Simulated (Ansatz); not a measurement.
# CH4BNO: harmonic frequencies at the relaxed geometry from a Python script

At which frequencies does CH4BNO vibrate? The task is harmonic frequencies at the relaxed geometry, for CH4BNO.

Computed with the Python package of Ansatz 0.2.0. Level of theory: r2SCAN/6-31G*.

## Step 1: The structure

Bond lengths: B1–O2 1.425 Å, O2–C3 1.390 Å, C3–N4 1.214 Å, B1–H5 1.208 Å, B1–H6 1.247 Å, C3–H7 1.141 Å, N4–H8 1.032 Å. Angles: B1–O2–C3 122.3°, O2–B1–H5 124.6°, O2–B1–H6 121.1°, H5–B1–H6 114.3°, O2–C3–N4 125.8°, O2–C3–H7 116.5°, N4–C3–H7 117.7°, C3–N4–H8 125.3°.

The script holds or builds the structure itself.

## Step 2: The script

ch4bno.py

```python
"""Harmonic frequencies of CH4BNO at its relaxed geometry."""

import itertools

import ansatz as az
from ase import Atoms
from ase.data import atomic_numbers, covalent_radii
from ase.thermochemistry import IdealGasThermo
import numpy as np

geometry_ang = [
    ("B", (-0.6577, 1.3537, -0.2002)),
    ("O", (0.5572, 0.7649, 0.2571)),
    ("C", (0.7575, -0.611, 0.2687)),
    ("N", (-0.034, -1.4469, -0.1161)),
    ("H", (-1.6061, 0.733, -0.6172)),
    ("H", (-0.8138, 2.5904, -0.1995)),
    ("H", (1.7713, -0.9739, 0.6458)),
    ("H", (0.1177, -2.4674, -0.0943)),
]
ch4bno = az.Crystal.molecule()
for symbol, xyz in geometry_ang:
    ch4bno = ch4bno.atom(symbol, xyz)

base = (
    ch4bno.calculation()
    .basis(gaussian="6-31G*")
    .functional("r2scan")
)
symbols = [site.symbol for site in ch4bno.cartesian_sites]
start = np.array([site.position_ang for site in ch4bno.cartesian_sites], dtype=float)
data = base.relax(force_tolerance=0.003, max_steps=100).run().report
end = np.array(data["positions_ang"])

# pairs closer than 1.2 times the sum of covalent radii, before or after
radius = [covalent_radii[atomic_numbers[s]] for s in symbols]
span = lambda where, i, j: np.linalg.norm(where[i] - where[j])
bonded = [(i, j) for i, j in itertools.combinations(range(len(symbols)), 2) if min(span(start, i, j), span(end, i, j)) < 1.2 * (radius[i] + radius[j])]
print("pair        before    after (A)")
for i, j in bonded:
    print(f"{symbols[i]}{i}-{symbols[j]}{j}".ljust(10), f"{span(start, i, j):8.4f} {span(end, i, j):8.4f}")

# same settings at the minimum
minimum = az.Crystal.molecule()
for symbol, place in zip(symbols, end):
    minimum = minimum.atom(symbol, place.tolist())
vibrating = (
    minimum.calculation()
    .basis(gaussian="6-31G*")
    .functional("r2scan")
    .phonons(temperatures=(298.15, 498.15, 100))
)
vib = vibrating.run().report["vibrations"]
sums = vib["harmonic_sums"]
modes = [m["omega_inv_cm"] for m in sums["modes_at_gamma"] if m["rigid_motion"] == "no"]
print("frequencies (1/cm):", " ".join(f"{w:.0f}" for w in modes))
print("imaginary modes:", sum(w < 0 for w in modes), " zero-point energy:", round(sums["zero_point_energy_ev"], 4), "eV")
# rigid rotor and ideal gas, symmetry number taken as one
gas = IdealGasThermo(vib_energies=[w / 8065.544 for w in modes if w > 0], geometry="linear" if len(modes) == 3 * len(symbols) - 5 else "nonlinear",
                     atoms=Atoms(symbols, positions=end), symmetrynumber=1, spin=0.0)
print(f"H(298 K) - E = {gas.get_enthalpy(298.15, verbose=False):.4f} eV")
print(f"S(298 K, 1 bar) = {96485.33 * gas.get_entropy(298.15, 1e5, verbose=False):.1f} J/(mol K) with symmetry number 1")
```

## Step 3: The calls as engine input

The package turns the script's settings into the engine's input (first run):

```yaml
crystal:
  periodic: [false, false, false]
  atoms:
    - { symbol: B, position_ang: [-0.6577, 1.3537, -0.2002] }
    - { symbol: O, position_ang: [0.5572, 0.7649, 0.2571] }
    - { symbol: C, position_ang: [0.7575, -0.611, 0.2687] }
    - { symbol: "N", position_ang: [-0.034, -1.4469, -0.1161] }
    - { symbol: H, position_ang: [-1.6061, 0.733, -0.6172] }
    - { symbol: H, position_ang: [-0.8138, 2.5904, -0.1995] }
    - { symbol: H, position_ang: [1.7713, -0.9739, 0.6458] }
    - { symbol: H, position_ang: [0.1177, -2.4674, -0.0943] }
basis:
  gaussian:
    orbitals: "6-31G*"
hamiltonian:
  xc: r2scan
relax:
  f_tol: 0.003
  max_steps: 100
```

## Step 4: Launch

Started as:

```
$ python ch4bno.py
```

Without the output at hand: what should come out? Wanted: moves of the relaxation of run 1; energy gained in run 1; last largest force component of run 1; highest frequency; imaginary modes; zero-point energy.

As calculated:

```
                             quantity        value
                        runs compared            2
     moves of the relaxation of run 1           13
               energy gained in run 1     0.588 eV
last largest force component of run 1  0.0023 eV/Å
                    highest frequency    3484 cm⁻¹
                      imaginary modes            0
                    zero-point energy     1.571 eV
```

What this shows: Run 1: The relaxation took 13 moves; the largest shift is 0.559 Å, of atom 5 (H). All frequencies are real, so the geometry is a minimum. The values are harmonic; measured fundamentals also hold anharmonic shifts, mostly downward for stretches. The frequencies are harmonic and unscaled, in a modest basis. The result belongs to the one conformer reached from this start, and soft torsions count as harmonic oscillators. The entropy takes a symmetry number of 1; a symmetric molecule's is lower by R ln(sigma).
